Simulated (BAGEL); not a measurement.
**C4H12Ge (tetramethylgermane) at HF/STO-3G (density fitting with cc-pvqz-jkfit)**

Aim: the energy change on altering one bond length of C4H12Ge (tetramethylgermane) at HF/STO-3G (density fitting with cc-pvqz-jkfit), from 2 runs. 

The calculation is run with BAGEL 1.2.2.

## 1. The structure to begin with

C4H12Ge: 17 atoms, total charge 0, spin state singlet. As SMILES, `[CH3][Ge]([CH3])([CH3])[CH3]`. Geometry: relaxed at PBE0-D4/def2-TZVP.

Bond lengths: C1–Ge2 1.959 Å, Ge2–C3 1.959 Å, Ge2–C4 1.959 Å, Ge2–C5 1.959 Å, C1–H6 1.092 Å, C1–H7 1.092 Å, C1–H8 1.092 Å, C3–H9 1.092 Å, C3–H10 1.092 Å, C3–H11 1.092 Å, C4–H12 1.092 Å, C4–H13 1.092 Å, C4–H14 1.092 Å, C5–H15 1.092 Å, C5–H16 1.092 Å, C5–H17 1.092 Å. Some angles: C1–Ge2–C3 109.5°, C1–Ge2–C4 109.5°, C1–Ge2–C5 109.5°, C3–Ge2–C4 109.5°, C3–Ge2–C5 109.5°, C4–Ge2–C5 109.5°, Ge2–C1–H6 110.7°, Ge2–C1–H7 110.7°, Ge2–C1–H8 110.7°, Ge2–C3–H9 110.7°.

## 2. A single-point energy at HF/STO-3G (density fitting with cc-pvqz-jkfit)

File input.json:

```json
{ "bagel": [

{
  "title": "molecule",
  "basis": "sto-3g",
  "df_basis": "cc-pvqz-jkfit",
  "angstrom": true,
  "geometry": [
    { "atom": "C", "xyz": [      -0.367480,       0.718160,      -1.784830 ] },
    { "atom": "Ge", "xyz": [      -0.000050,       0.000060,       0.000040 ] },
    { "atom": "C", "xyz": [       1.899890,       0.229070,       0.417460 ] },
    { "atom": "C", "xyz": [      -0.452680,      -1.905120,       0.043200 ] },
    { "atom": "C", "xyz": [      -1.079730,       0.957890,       1.324170 ] },
    { "atom": "H", "xyz": [      -0.121990,       1.781080,      -1.830470 ] },
    { "atom": "H", "xyz": [       0.225690,       0.197440,      -2.539250 ] },
    { "atom": "H", "xyz": [      -1.422960,       0.599720,      -2.037950 ] },
    { "atom": "H", "xyz": [       2.126410,      -0.165000,       1.410210 ] },
    { "atom": "H", "xyz": [       2.173880,       1.285800,       0.398230 ] },
    { "atom": "H", "xyz": [       2.520450,      -0.298470,      -0.309700 ] },
    { "atom": "H", "xyz": [      -0.254160,      -2.325970,       1.030950 ] },
    { "atom": "H", "xyz": [       0.138530,      -2.458280,      -0.689380 ] },
    { "atom": "H", "xyz": [      -1.509500,      -2.055290,      -0.186490 ] },
    { "atom": "H", "xyz": [      -2.144060,       0.843090,       1.109260 ] },
    { "atom": "H", "xyz": [      -0.889920,       0.572200,       2.327840 ] },
    { "atom": "H", "xyz": [      -0.842310,       2.023590,       1.316720 ] }
  ]
},

{
  "title": "hf",
  "charge": 0
},

{
  "title": "print",
  "file": "orbitals.molden",
  "orbitals": true
}

]}
```

The run is started by

```bash
BAGEL_NUM_THREADS=1 BAGEL input.json > input.out
```

What it wrote:

```text
* using 1 threads per process

  ===============================================================
  ===============================================================

  *** Geometry ***

  { "atom" : "C", "xyz" : [     -0.694437,      1.357126,     -3.372840 ] },
  { "atom" : "Ge", "xyz" : [     -0.000094,      0.000113,      0.000076 ] },
  { "atom" : "C", "xyz" : [      3.590272,      0.432880,      0.788885 ] },
  { "atom" : "C", "xyz" : [     -0.855441,     -3.600155,      0.081636 ] },
  { "atom" : "C", "xyz" : [     -2.040394,      1.810150,      2.502319 ] },
  { "atom" : "H", "xyz" : [     -0.230528,      3.365753,     -3.459087 ] },
  { "atom" : "H", "xyz" : [      0.426492,      0.373108,     -4.798487 ] },
  { "atom" : "H", "xyz" : [     -2.689005,      1.133307,     -3.851167 ] },
  { "atom" : "H", "xyz" : [      4.018333,     -0.311805,      2.664911 ] },
  { "atom" : "H", "xyz" : [      4.108038,      2.429810,      0.752546 ] },
  { "atom" : "H", "xyz" : [      4.762960,     -0.564027,     -0.585248 ] },
  { "atom" : "H", "xyz" : [     -0.480293,     -4.395446,      1.948213 ] },
  { "atom" : "H", "xyz" : [      0.261784,     -4.645476,     -1.302739 ] },
  { "atom" : "H", "xyz" : [     -2.852542,     -3.883935,     -0.352415 ] },
  { "atom" : "H", "xyz" : [     -4.051686,      1.593209,      2.096198 ] },
  { "atom" : "H", "xyz" : [     -1.681705,      1.081301,      4.398980 ] },
  { "atom" : "H", "xyz" : [     -1.591735,      3.824031,      2.488240 ] },

  Number of auxiliary basis functions:     1254

  Since a DF basis is specified, we compute 2- and 3-index integrals:
    o Being stored without compression. Storage requirement is 0.025 GB

  Number of basis functions:       50
  Number of electrons      :       68

    * METHOD: MOLECULE                             2.00

  *** RHF ***

  === Nuclear Repulsion ===
   399.9948984814

      * DIIS with orbital gradients will be used.

  === RHF iteration (sto-3g) ===
      0      -2208.41422140          0.00444145           0.28
      1      -2208.43891305          0.00116566           0.27
      2      -2208.44071756          0.00008305           0.27
      3      -2208.44072567          0.00002233           0.27
      4      -2208.44072647          0.00000359           0.27
      5      -2208.44072649          0.00000038           0.27
      6      -2208.44072649          0.00000004           0.27
      7      -2208.44072649          0.00000000           0.27
    * SCF iteration converged.

    * Permanent dipole moment:
           (    0.000114,    -0.000142,    -0.000100) a.u.

    * METHOD: HF                                   2.67

    * METHOD: PRINT                                0.00

  ===============================================================
```

It took 5.1 s on 1 thread of Arm Neoverse V2, shared host; peak memory 0.19 GiB.

## 3. The distorted shape, same level

File job.json:

```json
{ "bagel": [

{
  "title": "molecule",
  "basis": "sto-3g",
  "df_basis": "cc-pvqz-jkfit",
  "angstrom": true,
  "geometry": [
    { "atom": "C", "xyz": [    0.478011,    0.838301,   -1.601070 ] },
    { "atom": "Ge", "xyz": [    0.845441,    0.120201,    0.183800 ] },
    { "atom": "C", "xyz": [    2.745381,    0.349211,    0.601220 ] },
    { "atom": "C", "xyz": [    0.392811,   -1.784979,    0.226960 ] },
    { "atom": "C", "xyz": [   -0.234239,    1.078031,    1.507930 ] },
    { "atom": "H", "xyz": [    0.723501,    1.901221,   -1.646710 ] },
    { "atom": "H", "xyz": [    1.071181,    0.317581,   -2.355490 ] },
    { "atom": "H", "xyz": [   -0.577469,    0.719861,   -1.854190 ] },
    { "atom": "H", "xyz": [    2.971901,   -0.044859,    1.593970 ] },
    { "atom": "H", "xyz": [    3.019371,    1.405941,    0.581990 ] },
    { "atom": "H", "xyz": [    3.365941,   -0.178329,   -0.125940 ] },
    { "atom": "H", "xyz": [    0.591331,   -2.205829,    1.214710 ] },
    { "atom": "H", "xyz": [    0.984021,   -2.338139,   -0.505620 ] },
    { "atom": "H", "xyz": [   -1.509500,   -2.055290,   -0.186490 ] },
    { "atom": "H", "xyz": [   -1.298569,    0.963231,    1.293020 ] },
    { "atom": "H", "xyz": [   -0.044429,    0.692341,    2.511600 ] },
    { "atom": "H", "xyz": [    0.003181,    2.143731,    1.500480 ] }
  ]
},
{ "title": "hf" },
{ "title": "print", "file": "orbitals.molden", "orbitals": true }

]}
```

The run is started by

```bash
BAGEL_NUM_THREADS=1 BAGEL job.json > job.out
```

What it wrote:

```text
* using 1 threads per process

  ===============================================================
  ===============================================================

  *** Geometry ***

  { "atom" : "C", "xyz" : [      0.903310,      1.584159,     -3.025584 ] },
  { "atom" : "Ge", "xyz" : [      1.597652,      0.227147,      0.347332 ] },
  { "atom" : "C", "xyz" : [      5.188018,      0.659913,      1.136141 ] },
  { "atom" : "C", "xyz" : [      0.742305,     -3.373121,      0.428892 ] },
  { "atom" : "C", "xyz" : [     -0.442648,      2.037183,      2.849575 ] },
  { "atom" : "H", "xyz" : [      1.367219,      3.592787,     -3.111831 ] },
  { "atom" : "H", "xyz" : [      2.024239,      0.600141,     -4.451231 ] },
  { "atom" : "H", "xyz" : [     -1.091258,      1.360340,     -3.503911 ] },
  { "atom" : "H", "xyz" : [      5.616079,     -0.084771,      3.012167 ] },
  { "atom" : "H", "xyz" : [      5.705784,      2.656843,      1.099802 ] },
  { "atom" : "H", "xyz" : [      6.360707,     -0.336993,     -0.237992 ] },
  { "atom" : "H", "xyz" : [      1.117454,     -4.168413,      2.295469 ] },
  { "atom" : "H", "xyz" : [      1.859530,     -4.418442,     -0.955483 ] },
  { "atom" : "H", "xyz" : [     -2.852542,     -3.883935,     -0.352415 ] },
  { "atom" : "H", "xyz" : [     -2.453940,      1.820243,      2.443454 ] },
  { "atom" : "H", "xyz" : [     -0.083959,      1.308335,      4.746236 ] },
  { "atom" : "H", "xyz" : [      0.006011,      4.051064,      2.835496 ] },

  Number of auxiliary basis functions:     1254

  Since a DF basis is specified, we compute 2- and 3-index integrals:
    o Being stored without compression. Storage requirement is 0.025 GB

  Number of basis functions:       50
  Number of electrons      :       68

    * METHOD: MOLECULE                             2.15

  *** RHF ***

  === Nuclear Repulsion ===
   396.7190768025

      * DIIS with orbital gradients will be used.

  === RHF iteration (sto-3g) ===
      0      -2208.17606865          0.00617568           0.27
      1      -2208.21328171          0.00263210           0.27
      2      -2208.21825337          0.00096347           0.25
      3      -2208.21910231          0.00008860           0.25
      4      -2208.21911279          0.00003465           0.27
      5      -2208.21911473          0.00001104           0.27
      6      -2208.21911494          0.00000259           0.26
      7      -2208.21911495          0.00000046           0.26
      8      -2208.21911495          0.00000016           0.27
      9      -2208.21911495          0.00000005           0.26
     10      -2208.21911495          0.00000001           0.25
     11      -2208.21911495          0.00000000           0.25
    * SCF iteration converged.

    * Permanent dipole moment:
           (   -0.312967,    -0.083710,    -0.065152) a.u.

    * METHOD: HF                                   3.61

    * METHOD: PRINT                                0.00

  ===============================================================
```

Run time: 6 s. Hardware: 1 thread of Arm Neoverse V2, shared host; peak memory 0.19 GiB.

## 4. What came out

At HF/STO-3G (density fitting with cc-pvqz-jkfit):

| quantity | value |
| --- | --- |
| first shape: total energy | -2208.44073 Eh |
| first shape: dipole moment | 0.00 D |
| first shape: HOMO energy | -9.65 eV |
| first shape: LUMO energy | 13.28 eV |
| first shape: HOMO–LUMO gap | 22.93 eV |
| distorted shape: total energy | -2208.21911 Eh |
| distorted shape: dipole moment | 0.84 D |
| distorted shape: HOMO energy | -7.58 eV |
| distorted shape: LUMO energy | 6.00 eV |
| distorted shape: HOMO–LUMO gap | 13.58 eV |
| energy change with the C4–H14 bond stretched from 1.092 to 1.965 Å | 6.030 eV |

In words: With the C4–H14 bond stretched from 1.092 to 1.965 Å the energy rises by 6.03 eV (139 kcal/mol). The first shape isn't relaxed at this level, so the change isn't measured from a minimum. A restricted reference can't describe the breaking bond well at this length. The minimal basis adds a large error of its own.
